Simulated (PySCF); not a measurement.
# MnCl5 (-2): ligand-field states, spin distribution, part 2 of 2

PySCF 2.14.0. Atoms count from 0. The steps go on from the part before.

### Step 8. Ligand-field states: state-averaged CASSCF (basis x2c-TZVPall) in water

The job: settings as JSON, then the geometry in Å.

```
{"job": {"kind": "lf", "basis": "x2c-TZVPall", "nevpt": true, "solvent": "water"}, "charge": -2, "metal": "Mn", "open_shell": "d4"}
Mn     0.000000     0.000000     0.000000
Cl    -0.004525     0.000000     2.275699
Cl    -0.004525    -0.000000    -2.275699
Cl     2.352995     0.000000    -0.000000
Cl    -1.153425     2.053922    -0.000000
Cl    -1.153425    -2.053922     0.000000
```

Level: state-averaged CASSCF of the metal d shell, SC-NEVPT2 on the averaged canonical orbitals, state-interaction spin-orbit coupling.

What it wrote:

```text
basis functions 233, electrons 112, active (4e, 5o)
stage 1: DIIS on the effective Fock matrix, level shift 0.30
cycle   1  E = -3453.6368934656  dE = -3.454e+03  max|g| = 3.015e+00
cycle   2  E = -3460.1964102407  dE = -6.560e+00  max|g| = 1.450e+00
cycle   3  E = -3462.0793672187  dE = -1.883e+00  max|g| = 7.624e-01
cycle   4  E = -3462.0764575176  dE =  2.910e-03  max|g| = 4.338e-01
cycle   5  E = -3462.2493259436  dE = -1.729e-01  max|g| = 7.534e-02
cycle   6  E = -3462.2491992237  dE =  1.267e-04  max|g| = 9.058e-02
cycle   7  E = -3462.2609554910  dE = -1.176e-02  max|g| = 5.725e-02
cycle   8  E = -3461.6963004515  dE =  5.647e-01  max|g| = 8.457e-01
cycle   9  E = -3458.3683395745  dE =  3.328e+00  max|g| = 1.993e+00
cycle  10  E = -3455.6217113982  dE =  2.747e+00  max|g| = 2.909e+00
cycle  11  E = -3454.3602321340  dE =  1.261e+00  max|g| = 2.924e+00
cycle  12  E = -3453.6914113192  dE =  6.688e-01  max|g| = 2.689e+00
cycle  13  E = -3453.2698793086  dE =  4.215e-01  max|g| = 2.756e+00
cycle  14  E = -3453.1069929610  dE =  1.629e-01  max|g| = 2.788e+00
cycle  15  E = -3453.4951102838  dE = -3.881e-01  max|g| = 2.741e+00
stage 2: quasi-Newton rotations from the point of smallest gradient
cycle  17  E = -3462.2686626600  dE = -7.707e-03  max|g| = 6.045e-02
cycle  18  E = -3462.2725964136  dE = -3.934e-03  max|g| = 1.305e-02
cycle  19  E = -3462.2728132253  dE = -2.168e-04  max|g| = 1.825e-03
cycle  20  E = -3462.2728304133  dE = -1.719e-05  max|g| = 7.459e-04
cycle  21  E = -3462.2728319552  dE = -1.542e-06  max|g| = 2.301e-04
cycle  22  E = -3462.2728321389  dE = -1.837e-07  max|g| = 6.924e-05
cycle  23  E = -3462.2728321555  dE = -1.659e-08  max|g| = 1.979e-05
cycle  24  E = -3462.2728321567  dE = -1.230e-09  max|g| = 5.222e-06
converged average energy = -3462.2728321567

 mult deg   label        CASSCF/cm-1   NEVPT2/cm-1
   5   1   5A1                 0.0           0.0
   5   1   5A1             11290.4       14414.5
   5   1   5B2             11506.9       14701.6
   3   1   3B1             20465.3       18326.6
   3   1   3A2             20620.5       18491.8
   5   1   5A2             14011.0       18563.1
   5   1   5B1             14054.2       18598.5
   3   1   3B1             23085.2       19657.9
   3   1   3A2             23129.7       19705.6
   3   1   3B2             21852.5       20886.7
   3   1   3A1             21854.2       20895.6
   3   1   3B2             25203.3       23030.4
   3   1   3B2             25314.1       24159.9
   3   1   3A1             25308.3       24201.0
   3   1   3A1             27905.9       25273.9
   1   1   1A2             32004.6       27643.2
   1   1   1B1             32018.0       27670.3
   1   1   1A1             30928.0       28036.6
   1   1   1A1             30707.8       29105.3
   1   1   1B2             30750.1       29560.3
   1   1   1B1             32749.2       30438.3
   1   1   1A2             32869.0       30559.3
   3   1   3B2             29972.8       30577.5
   1   1   1B2             35931.7       33292.2
   1   1   1A1             36135.2       33628.4
   3   1   3B1             33112.3       33841.3
   3   1   3A2             33034.6       33896.0
   3   1   3A1             32690.8       34155.6
   3   1   3B2             32870.5       34419.7
   1   1   1A1             38019.3       35483.1
   1   1   1A1             38197.8       35645.6
   3   1   3A1             35466.4       36441.3
   3   1   3B2             35470.2       36445.8
   3   1   3A2             35181.4       36453.5
   3   1   3B1             35324.2       36865.4
   3   1   3A2             33617.2       37266.2
   3   1   3B1             33601.1       37307.8
   1   1   1A1             38423.4       37413.9
   1   1   1B2             38146.0       37446.9
   3   1   3B1             35389.4       37722.0
   1   1   1B2             38569.6       37764.3
   3   1   3A2             35434.3       37991.7
   3   1   3A1             37286.6       38324.8
   3   1   3B2             37453.2       38564.5
   3   1   3B1             37780.8       39548.4
   3   1   3A2             37861.6       39654.1
   3   1   3A1             42343.7       40823.0
   3   1   3A2             44201.9       42263.3
   3   1   3B1             44181.3       42281.8
   3   1   3B2             43510.3       42761.8
   3   1   3A1             43477.0       42762.3
   3   1   3B1             42076.8       43952.2
   3   1   3A2             42250.5       44214.6
   1   1   1A1             46994.1       44328.6
   1   1   1A1             46795.2       45683.3
   1   1   1B2             46987.1       45948.5
   1   1   1A2             45239.3       46051.5
   1   1   1B1             43116.9       46161.9
   1   1   1A2             43119.3       46169.3
   1   1   1A2             50543.6       46316.0

spin-orbit levels / cm-1
      0.00  x1  5A1 1.00
      2.58  x1  5A1 1.00
      2.81  x1  5A1 1.00
     10.70  x2  5A1 1.00
  14193.21  x1  5A1 0.70 5B2 0.29
  14193.61  x1  5A1 0.70 5B2 0.29
  14336.23  x1  5A1 0.83 5B2 0.16
  14336.80  x1  5A1 0.83 5B2 0.16
  14408.83  x1  5A1 1.00
  14694.62  x1  5B2 0.99
  14759.34  x1  5B2 0.83 5A1 0.16
  14760.14  x1  5B2 0.83 5A1 0.16
  14881.44  x1  5B2 0.70 5A1 0.29
  14881.47  x1  5B2 0.70 5A1 0.29
  18303.61  x1  3B1 0.81 3A2 0.18
  18303.70  x1  3B1 0.82 3A2 0.18
  18329.67  x1  3B1 0.99
  18411.69  x2  5A2 0.55 5B1 0.45
  18494.00  x1  3A2 0.99
  18502.02  x1  5A2 0.60 5B1 0.40
  18506.40  x1  5A2 0.60 5B1 0.39
  18562.05  x1  3A2 0.81 3B1 0.18
  18562.57  x1  3A2 0.81 3B1 0.18
  18576.12  x1  5A2 1.00
  18611.45  x1  5B1 0.99
  18676.25  x1  5B1 0.60 5A2 0.40
  18677.29  x1  5B1 0.60 5A2 0.39
  18750.41  x2  5B1 0.55 5A2 0.45
  19225.89  x1  3B1 0.51 3A2 0.46
  19295.20  x1  3B1 0.52 3A2 0.47
```

Run time: 30 s. Hardware: 1 thread of Arm Neoverse V1, shared host; peak memory 0.84 GiB.

Key values:

| quantity | value |
| --- | --- |
| spin-orbit constant ζ | 314 cm⁻¹ |

Powder susceptibility:

| T (K) | χT (cm³ K/mol) | μ(eff) |
| --- | --- | --- |
| 2 | 2.209 | 4.20 |
| 20 | 2.938 | 4.85 |
| 100 | 2.968 | 4.87 |
| 300 | 2.977 | 4.88 |

### Step 9. Ligand-field states: state-averaged CASSCF (avg hs) in water

The job: settings as JSON, then the geometry in Å.

```
{"job": {"kind": "lf", "basis": {"metal": "x2c-TZVPall", "ligand": "x2c-SVPall"}, "nevpt": true, "solvent": "water", "avg": "hs"}, "charge": -2, "metal": "Mn", "open_shell": "d4"}
Mn     0.000000     0.000000     0.000000
Cl    -0.004525     0.000000     2.275699
Cl    -0.004525    -0.000000    -2.275699
Cl     2.352995     0.000000    -0.000000
Cl    -1.153425     2.053922    -0.000000
Cl    -1.153425    -2.053922     0.000000
```

Level: state-averaged CASSCF of the metal d shell, SC-NEVPT2 on the averaged canonical orbitals, state-interaction spin-orbit coupling.

What it wrote:

```text
basis functions 138, electrons 112, active (4e, 5o)
stage 1: DIIS on the effective Fock matrix, level shift 0.30
cycle   1  E = -3455.5320577334  dE = -3.456e+03  max|g| = 3.328e+00
cycle   2  E = -3460.4021188656  dE = -4.870e+00  max|g| = 1.221e+00
cycle   3  E = -3461.4873610431  dE = -1.085e+00  max|g| = 4.256e-01
cycle   4  E = -3461.5119584673  dE = -2.460e-02  max|g| = 1.815e-01
cycle   5  E = -3460.0919964211  dE =  1.420e+00  max|g| = 1.298e+00
cycle   6  E = -3455.7686019127  dE =  4.323e+00  max|g| = 2.589e+00
cycle   7  E = -3453.1109377161  dE =  2.658e+00  max|g| = 2.786e+00
cycle   8  E = -3451.9163272246  dE =  1.195e+00  max|g| = 3.012e+00
cycle   9  E = -3451.5861253052  dE =  3.302e-01  max|g| = 3.056e+00
cycle  10  E = -3451.6125351546  dE = -2.641e-02  max|g| = 3.058e+00
cycle  11  E = -3451.7848586885  dE = -1.723e-01  max|g| = 2.971e+00
cycle  12  E = -3452.1185246399  dE = -3.337e-01  max|g| = 2.833e+00
cycle  13  E = -3452.3447654199  dE = -2.262e-01  max|g| = 2.772e+00
cycle  14  E = -3452.7052782349  dE = -3.605e-01  max|g| = 2.687e+00
cycle  15  E = -3457.2729816267  dE = -4.568e+00  max|g| = 1.965e+00
stage 2: quasi-Newton rotations from the point of smallest gradient
cycle  17  E = -3461.5349990721  dE = -2.304e-02  max|g| = 1.630e-01
cycle  18  E = -3461.5477952376  dE = -1.280e-02  max|g| = 1.455e-02
cycle  19  E = -3461.5482175465  dE = -4.223e-04  max|g| = 4.152e-03
cycle  20  E = -3461.5482614670  dE = -4.392e-05  max|g| = 1.066e-03
cycle  21  E = -3461.5482631253  dE = -1.658e-06  max|g| = 2.895e-04
cycle  22  E = -3461.5482633183  dE = -1.930e-07  max|g| = 3.708e-05
cycle  23  E = -3461.5482633233  dE = -5.057e-09  max|g| = 1.315e-05
cycle  24  E = -3461.5482633239  dE = -5.448e-10  max|g| = 2.626e-06
converged average energy = -3461.5482633239

 mult deg   label        CASSCF/cm-1   NEVPT2/cm-1
   5   1   5A1                 0.0           0.0
   5   1   5A1             11016.6       13707.8
   5   1   5B2             11224.5       13972.5
   5   1   5A2             13680.3       17469.2
   5   1   5B1             13724.5       17509.0
   3   1   3B1             21295.8       19081.7
   3   1   3A2             21424.9       19235.8
   3   1   3B1             23948.6       20486.2
   3   1   3A2             23993.2       20532.7
   3   1   3B2             22866.1       21485.8
   3   1   3A1             22868.7       21493.8
   3   1   3B2             26296.6       23744.4
   3   1   3B2             26243.5       24424.2
   3   1   3A1             26251.0       24667.9
   3   1   3A1             29139.0       25904.1
   1   1   1A2             33293.5       28647.5
   1   1   1B1             33304.0       28667.3
   1   1   1A1             32058.5       29421.5
   1   1   1A1             32200.7       29598.9
   1   1   1B2             32129.8       30358.0
   3   1   3B2             30736.5       30710.8
   1   1   1B1             34062.0       31351.1
   1   1   1A2             34185.2       31470.2
   1   1   1B2             37365.9       33932.3
   3   1   3B1             34095.8       34091.1
   3   1   3A1             33606.1       34106.6
   3   1   3A2             34004.8       34130.0
   1   1   1A1             37567.7       34252.2
   3   1   3B2             33779.1       34349.2
   1   1   1A1             39747.3       35888.9
   3   1   3A1             36335.8       36300.9
   3   1   3B2             36339.0       36304.9
   3   1   3B1             36319.7       36558.0
   3   1   3A2             36152.5       36582.6
   3   1   3A2             34348.0       36722.4
   3   1   3B1             34331.6       36762.8
   1   1   1A1             39841.2       37087.1
   3   1   3A2             36344.2       37333.0
   3   1   3B1             36242.6       37496.7
   1   1   1A1             39416.5       37556.2
   1   1   1B2             39469.5       37931.0
   3   1   3A1             38356.8       38253.7
   1   1   1B2             39978.1       38430.4
   3   1   3B2             38518.3       38476.9
   3   1   3B1             38738.6       39192.4
   3   1   3A2             38825.3       39304.3
   3   1   3A1             43565.9       40799.1
   3   1   3A2             45585.0       42406.9
   3   1   3B1             45561.0       42416.7
   3   1   3A1             44697.2       42519.2
   3   1   3B2             44733.1       42527.8
   3   1   3B1             43100.3       43769.3
   3   1   3A2             43230.5       43997.3
   1   1   1A1             48572.1       45127.0
   1   1   1A1             48541.5       45878.3
   1   1   1B1             44424.7       46078.0
   1   1   1A2             44426.4       46083.4
   1   1   1A2             46634.6       46097.3
   1   1   1B2             48737.6       46313.9
   1   1   1B1             46649.6       46727.9

spin-orbit levels / cm-1
      0.00  x1  5A1 1.00
      2.87  x1  5A1 1.00
      3.11  x1  5A1 1.00
     11.88  x2  5A1 1.00
  13468.36  x1  5A1 0.68 5B2 0.31
  13468.65  x1  5A1 0.68 5B2 0.31
  13620.63  x1  5A1 0.81 5B2 0.19
  13621.31  x1  5A1 0.81 5B2 0.19
  13703.23  x1  5A1 1.00
  13966.76  x1  5B2 0.99
  14043.90  x1  5B2 0.81 5A1 0.19
  14044.50  x1  5B2 0.81 5A1 0.19
  14182.34  x1  5B2 0.68 5A1 0.31
  14182.36  x1  5B2 0.68 5A1 0.31
  17317.94  x2  5A2 0.56 5B1 0.44
  17412.46  x1  5A2 0.61 5B1 0.39
  17415.13  x1  5A2 0.61 5B1 0.39
  17486.72  x1  5A2 1.00
  17526.83  x1  5B1 1.00
  17592.54  x1  5B1 0.61 5A2 0.39
  17593.95  x1  5B1 0.61 5A2 0.39
  17669.81  x2  5B1 0.55 5A2 0.44
  19047.71  x1  3B1 0.79 3A2 0.21
  19047.72  x1  3B1 0.79 3A2 0.21
  19081.34  x1  3B1 0.99
  19234.71  x1  3A2 0.99
  19312.59  x1  3A2 0.79 3B1 0.21
  19312.80  x1  3A2 0.79 3B1 0.21
  20021.70  x1  3B1 0.51 3A2 0.47
  20098.90  x1  3B1 0.52 3A2 0.47
```

Wall time 12 s (1 thread of Arm Neoverse V1, shared host); peak memory 0.65 GiB.

From this job:

| quantity | value |
| --- | --- |
| spin-orbit constant ζ | 331 cm⁻¹ |

Powder susceptibility:

| T (K) | χT (cm³ K/mol) | μ(eff) |
| --- | --- | --- |
| 2 | 2.109 | 4.11 |
| 20 | 2.925 | 4.84 |
| 100 | 2.961 | 4.87 |
| 300 | 2.972 | 4.88 |

### Step 10. Ligand field across the series

From the NEVPT2 states (cm⁻¹; the spread is that of the fitted one-electron ligand-field levels):

| step | setting | ground state | next state | orbital spread | Racah B | ζ | μ(eff), 300 K |
| --- | --- | --- | --- | --- | --- | --- | --- |
| 3 | as given | 5A1 | 5A1 at 14526 | 15728 | 900 | 314 | 4.88 |
| 8 | basis x2c-TZVPall | 5A1 | 5A1 at 14414 | 15607 | 892 | 314 | 4.88 |
| 9 | avg hs | 5A1 | 5A1 at 13708 | 14806 | 910 | 331 | 4.88 |

### Step 11. What came out

The summary covers parts 1 to 2.

| quantity | value |
| --- | --- |
| rotational constants (main isotopes) | 0.87, 0.78, 0.77 GHz |
| spin-orbit constant ζ (step 3, state-averaged CASSCF in water) | 314 cm⁻¹ |
| ground multiplicity, μ(eff) at 300 K (step 3, 5 donors at 2.28 to 2.36 Å) | 5, 4.88 μB |
| ground multiplicity, μ(eff) at 300 K (step 8, 5 donors at 2.28 to 2.36 Å) | 5, 4.88 μB |
| ground multiplicity, μ(eff) at 300 K (step 9, 5 donors at 2.28 to 2.36 Å) | 5, 4.88 μB |

Relaxing lowered the energy by 0.043 eV in 5 steps; the close pair that moved most is Mn0–Cl4, from 2.278 to 2.355 Å. The next job takes another geometry, as its input shows. In step 3, χT goes from 2.21 at 2 K to 2.98 cm³ K/mol at 300 K, as higher levels fill or mix in. The spread of the ligand-field levels runs from 14806 cm⁻¹ (avg hs) to 15728 cm⁻¹ (as given); μ(eff) at 300 K: 4.88 μB.
